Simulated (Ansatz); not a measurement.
## CH₅BN₂, SMILES C=NBN: a rigid torsion scan

Computed with the Python package of Ansatz (0.2.0).

The script, `torsion_ch5bn2.py`:
```python
# -*- coding: utf-8 -*-
"""Rigid torsion scan of CH5BN2."""

import ansatz as az
from ase import Atoms

atoms = Atoms(["C", "N", "B", "N", "H", "H", "H", "H", "H"], positions=[
    (-1.7427, 0.1785, 0.3179),
    (-0.7204, -0.3583, -0.0965),
    (0.6147, 0.2789, 0.0488),
    (1.9611, -0.4416, -0.4347),
    (-2.7452, -0.2772, 0.153),
    (-1.7691, 1.2173, 0.7802),
    (0.7884, 1.342, 0.5732),
    (1.785, -0.6258, -1.4551),
    (1.9167, -1.3602, 0.0962),
])

# start the scan from a relaxed geometry
first = (
    az.Crystal.molecule_from_ase(atoms).calculation()
    .basis(gaussian="def2-SVP")
    .functional("PBE0", dispersion="d3bj")
    .relax(force_tolerance=0.02, max_steps=80)
)
atoms.positions = first.run(threads=1).report["positions_ang"]

start = atoms.get_dihedral(1, 2, 3, 7)
energies = {}
for turn in range(0, 360, 40):
    turned = atoms.copy()
    turned.set_dihedral(1, 2, 3, 7, start + turn, indices=[3, 7, 8])
    calculation = (
        az.Crystal.molecule_from_ase(turned).calculation()
        .basis(gaussian="def2-SVP")  # atom-centred Gaussian functions
        .functional("PBE0", dispersion="d3bj")
    )
    energies[round((start + turn) % 360)] = calculation.run(threads=1).report["free_energy_ev"]
floor = min(energies.values())
print("dihedral N1-B2-N3-H7 (deg)   E - E(min) (kcal/mol)")
for angle, e in sorted(energies.items()):
    print(f"{angle:8d} {23.060548 * (e - floor):14.3f}  " + "#" * int(30 * (e - floor) / max(max(energies.values()) - floor, 1e-9)))
```

```console
$ python torsion_ch5bn2.py
dihedral N1-B2-N3-H7 (deg)   E - E(min) (kcal/mol)
      19          3.327  ##
      59         24.169  #####################
      99         34.317  #############################
     139         12.093  ##########
     179          0.000
     219         12.080  ##########
     259         34.341  ##############################
     299         24.201  #####################
     339          3.343  ##
```

The scan is rigid and the energies are electronic, in a modest basis. With rigid groups the curve can differ much from the relaxed path, the start wasn't checked as a minimum of this torsion, and equivalent turns needn't return to the same energy. Timing: 63 s on 1 thread of Intel(R) Xeon(R) Platinum 8375C CPU @ 2.90GHz (Ice Lake), on a shared host, peak memory 0.23 GiB.

(A comment or docstring line of the script was reworded after the run, the code is as it ran; lines on the test bed's own set-up are left out of the output.)
